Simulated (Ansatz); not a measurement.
The inner images of a band of a periodic cell of 14 atoms, Ta6HN6F (surface TaN(001), adsorbate HF, already come apart at the first end) are given out of order.

Method: DFT PBE-D3(BJ), scalar-relativistic, plane waves, PAW (Ansatz 0.2.0). Settings: PAW set soft_1, cutoff 420 eV, k mesh 2x2x1, gaussian smearing 0.05 eV, no spin polarisation.

Image 0:

```xyz
14
Lattice="5.2085 0.0000 0.0000 -2.6042 4.5107 0.0000 0.0000 0.0000 16.3721" Properties=species:S:1:pos:R:3
Ta 0.000 0.000 1.000
Ta -0.004 3.011 2.232
Ta 2.611 1.507 2.224
N 2.044 0.000 1.000
N 1.582 2.741 1.000
N -1.022 1.770 1.000
Ta -0.006 -0.011 3.874
Ta 0.003 2.948 5.195
Ta 2.609 1.497 5.202
N 2.019 -0.020 3.827
N 1.585 2.755 3.773
N -1.024 1.747 3.778
F -2.844 -0.009 6.630
H -1.199 2.059 6.409
```

Image 8:

```xyz
14
Lattice="5.2085 0.0000 0.0000 -2.6042 4.5107 0.0000 0.0000 0.0000 16.3721" Properties=species:S:1:pos:R:3
Ta 0.000 0.000 1.000
Ta 0.000 3.015 2.223
Ta 2.610 1.501 2.231
N 2.044 0.000 1.000
N 1.582 2.741 1.000
N -1.022 1.770 1.000
Ta -0.007 -0.011 3.874
Ta -0.007 3.007 5.201
Ta 2.552 1.475 5.195
N 2.024 -0.015 3.779
N 1.593 2.750 3.774
N -1.028 1.738 3.827
F -1.191 2.043 6.630
H -0.221 4.500 6.410
```

Put them in order from the first end to the last, with their energies above the first end.
A.
```xyz
14
Lattice="5.2085 0.0000 0.0000 -2.6042 4.5107 0.0000 0.0000 0.0000 16.3721" Properties=species:S:1:pos:R:3
Ta 0.000 0.000 1.000
Ta 0.005 3.039 2.205
Ta 2.628 1.519 2.225
N 2.044 0.000 1.000
N 1.582 2.741 1.000
N -1.022 1.770 1.000
Ta 0.001 0.030 3.881
Ta -0.013 2.987 5.175
Ta 2.589 1.555 5.237
N 2.040 0.007 3.833
N 1.602 2.815 3.771
N -1.032 1.810 3.803
F -2.727 0.492 6.886
H -1.871 3.233 5.856
```
B.
```xyz
14
Lattice="5.2085 0.0000 0.0000 -2.6042 4.5107 0.0000 0.0000 0.0000 16.3721" Properties=species:S:1:pos:R:3
Ta 0.000 0.000 1.000
Ta -0.005 3.005 2.197
Ta 2.601 1.506 2.212
N 2.044 0.000 1.000
N 1.582 2.741 1.000
N -1.022 1.770 1.000
Ta -0.006 -0.001 3.884
Ta -0.050 2.987 5.139
Ta 2.496 1.455 5.358
N 2.025 -0.032 3.754
N 1.575 2.750 3.788
N -1.046 1.768 3.809
F -2.651 1.533 7.248
H -1.569 3.966 5.895
```
C.
```xyz
14
Lattice="5.2085 0.0000 0.0000 -2.6042 4.5107 0.0000 0.0000 0.0000 16.3721" Properties=species:S:1:pos:R:3
Ta 0.000 0.000 1.000
Ta -0.017 2.999 2.210
Ta 2.592 1.499 2.214
N 2.044 0.000 1.000
N 1.582 2.741 1.000
N -1.022 1.770 1.000
Ta -0.036 -0.018 3.863
Ta -0.095 2.950 5.140
Ta 2.458 1.402 5.314
N 1.988 -0.058 3.754
N 1.542 2.742 3.826
N -1.088 1.738 3.798
F -2.588 1.738 7.183
H -1.095 4.253 6.103
```
D.
```xyz
14
Lattice="5.2085 0.0000 0.0000 -2.6042 4.5107 0.0000 0.0000 0.0000 16.3721" Properties=species:S:1:pos:R:3
Ta 0.000 0.000 1.000
Ta -0.022 3.000 2.222
Ta 2.573 1.490 2.225
N 2.044 0.000 1.000
N 1.582 2.741 1.000
N -1.022 1.770 1.000
Ta -0.083 -0.029 3.865
Ta -0.132 2.956 5.184
Ta 2.482 1.390 5.212
N 1.939 -0.056 3.766
N 1.515 2.733 3.854
N -1.112 1.748 3.813
F -1.631 2.027 6.779
H -0.569 4.408 6.345
```
E.
```xyz
14
Lattice="5.2085 0.0000 0.0000 -2.6042 4.5107 0.0000 0.0000 0.0000 16.3721" Properties=species:S:1:pos:R:3
Ta 0.000 0.000 1.000
Ta -0.003 3.006 2.193
Ta 2.603 1.510 2.212
N 2.044 0.000 1.000
N 1.582 2.741 1.000
N -1.022 1.770 1.000
Ta -0.002 0.000 3.867
Ta -0.005 2.943 5.143
Ta 2.578 1.455 5.354
N 2.032 -0.031 3.796
N 1.598 2.756 3.783
N -1.019 1.773 3.788
F -2.755 1.218 7.234
H -1.832 3.266 5.818
```
F.
```xyz
14
Lattice="5.2085 0.0000 0.0000 -2.6042 4.5107 0.0000 0.0000 0.0000 16.3721" Properties=species:S:1:pos:R:3
Ta 0.000 0.000 1.000
Ta -0.019 2.999 2.213
Ta 2.580 1.494 2.219
N 2.044 0.000 1.000
N 1.582 2.741 1.000
N -1.022 1.770 1.000
Ta -0.058 -0.015 3.865
Ta -0.080 2.952 5.136
Ta 2.487 1.389 5.262
N 1.961 -0.061 3.759
N 1.536 2.745 3.845
N -1.102 1.750 3.809
F -2.184 1.922 7.036
H -0.698 4.332 6.277
```
G.
```xyz
14
Lattice="5.2085 0.0000 0.0000 -2.6042 4.5107 0.0000 0.0000 0.0000 16.3721" Properties=species:S:1:pos:R:3
Ta 0.000 0.000 1.000
Ta -0.001 3.030 2.232
Ta 2.609 1.516 2.224
N 2.044 0.000 1.000
N 1.582 2.741 1.000
N -1.022 1.770 1.000
Ta -0.015 0.037 3.874
Ta -0.030 3.045 5.202
Ta 2.581 1.588 5.182
N 2.007 0.023 3.809
N 1.593 2.809 3.759
N -1.036 1.801 3.795
F -2.755 0.137 6.664
H -1.597 2.733 6.278
```

G (+0.22 eV), A (+0.67 eV), E (+0.92 eV), B (+1.10 eV), C (+0.91 eV), F (+0.66 eV), D (+0.27 eV).

Run time: 19 min on 1 thread of Arm Neoverse V1, with other jobs on the host, peak memory 0.98 GiB.
